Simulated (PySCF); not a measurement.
# BiB (triplet) at other levels of theory

What do other methods print for BiB (triplet)?

Method: each script names its method and basis; program: PySCF 2.14.0.

4 further runs of the same task are left out: 1 for a known fault of the program, 3 that didn't finish.

**1. Starting geometry**

BiB (triplet): 2 atoms, charge 0, spin multiplicity 3.

Bond lengths: Bi1–B2 2.275 Å.

**2. The run that the others are compared with**

File input.py:

```python
from pyscf import gto, scf

mol = gto.M(
    atom='Bi 0 0 0; B 0 0 2.275',
    basis='def2-svp',
    ecp={'Bi': 'def2-svp'},
    charge=0,
    spin=2,
    verbose=3,
)
mf = scf.ROHF(mol)
mf.kernel()
mf.mulliken_pop()
mf.dip_moment()
print('orbital energies (hartree):', mf.mo_energy[..., max(0, mol.nelec[1]-3):mol.nelec[0]+3].round(4))
```

Launch:

```console
$ OMP_NUM_THREADS=1 python input.py
```

**3. UHF**

Variant 1 changes SCF type: ROHF → UHF.

File input.py:

```python
from pyscf import gto, scf

mol = gto.M(
    atom='Bi 0 0 0; B 0 0 2.275',
    basis='def2-svp',
    ecp={'Bi': 'def2-svp'},
    charge=0,
    spin=2,
    verbose=3,
)
mf = scf.UHF(mol)
mf.kernel()
mf.mulliken_pop()
mf.dip_moment()
print('orbital energies (hartree):', [e[max(0, n-3):n+3].round(4) for e, n in zip(mf.mo_energy, mol.nelec)])
```

**4. MP2 (UHF)**

Variant 2 changes step after the SCF: analyze → mp2; SCF type: ROHF → UHF; frozen orbitals: none → 5.

File input.py:

```python
from pyscf import gto, scf, mp

mol = gto.M(
    atom='Bi 0 0 0; B 0 0 2.275',
    basis='def2-svp',
    ecp={'Bi': 'def2-svp'},
    charge=0,
    spin=2,
    verbose=3,
)
mf = scf.UHF(mol)
mf.kernel()
mp.MP2(mf, frozen=5).kernel()
mf.dip_moment()
print('orbital energies (hartree):', [e[max(0, n-3):n+3].round(4) for e, n in zip(mf.mo_energy, mol.nelec)])
```

**5. RHF**

Variant 3 changes SCF type: ROHF → RHF.

input.py: that of step 2 with these lines changed.

```diff
@@ -10,3 +10,3 @@
 )
-mf = scf.ROHF(mol)
+mf = scf.RHF(mol)
 mf.kernel()
```

**6. SCF alone**

Variant 4 changes step after the SCF: analyze → none.

input.py: that of step 2 with these lines changed.

```diff
@@ -12,3 +12,2 @@
 mf.kernel()
-mf.mulliken_pop()
 mf.dip_moment()
```

**7. Geometry optimisation**

Variant 5 changes step after the SCF: analyze → optimize.

File input.py:

```python
from pyscf import gto, scf
from pyscf.geomopt.geometric_solver import optimize

mol = gto.M(
    atom='Bi 0 0 0; B 0 0 2.275',
    basis='def2-svp',
    ecp={'Bi': 'def2-svp'},
    charge=0,
    spin=2,
    verbose=3,
)
mf = scf.ROHF(mol)
mf.kernel()
mol_eq = optimize(mf, maxsteps=30)
print('optimised geometry (angstrom)')
print(mol_eq.tostring('raw'))
print('orbital energies (hartree):', mf.mo_energy[..., max(0, mol.nelec[1]-3):mol.nelec[0]+3].round(4))
```

**8. CASSCF**

Variant 6 changes step after the SCF: analyze → casscf; active space: none → 2 electrons in 3 orbitals.

input.py: that of step 2 with these lines changed.

```diff
@@ -1,2 +1,2 @@
-from pyscf import gto, scf
+from pyscf import gto, scf, mcscf
 
@@ -12,3 +12,5 @@
 mf.kernel()
-mf.mulliken_pop()
+mc = mcscf.CASSCF(mf, 3, 2)
+mc.kernel()
+mc.analyze()
 mf.dip_moment()
```

Before running it: what results should come out? Wanted: for each run, E(SCF); from base; SCF dipole; after the SCF.

The runs gave:

| run | E(SCF) (hartree) | from base (eV) | SCF dipole (D) | after the SCF |
| --- | --- | --- | --- | --- |
| base | -238.088829 | 0 | 0.14 | n/a |
| UHF | -238.094195 | -0.1460 | 0.11 | n/a |
| MP2 (UHF) | -238.094195 | -0.1460 | 0.11 | MP2 correlation -4.070 eV, core frozen |
| RHF | -238.088829 | 0.0000 | 0.14 | n/a |
| SCF alone | -238.088829 | 0.0000 | 0.14 | n/a |
| geometry optimisation | -238.088829 | 0.0000 | n/a | bond 2.130 Å, -0.128 eV |
| CASSCF | -238.088829 | 0.0000 | 0.14 | n/a |

SCF columns refer to the geometry typed in the script.

**Reading.** With RHF the SCF ends at the base energy. The dearest run is “geometry optimisation”, at 6.2 s against 0.97 s.
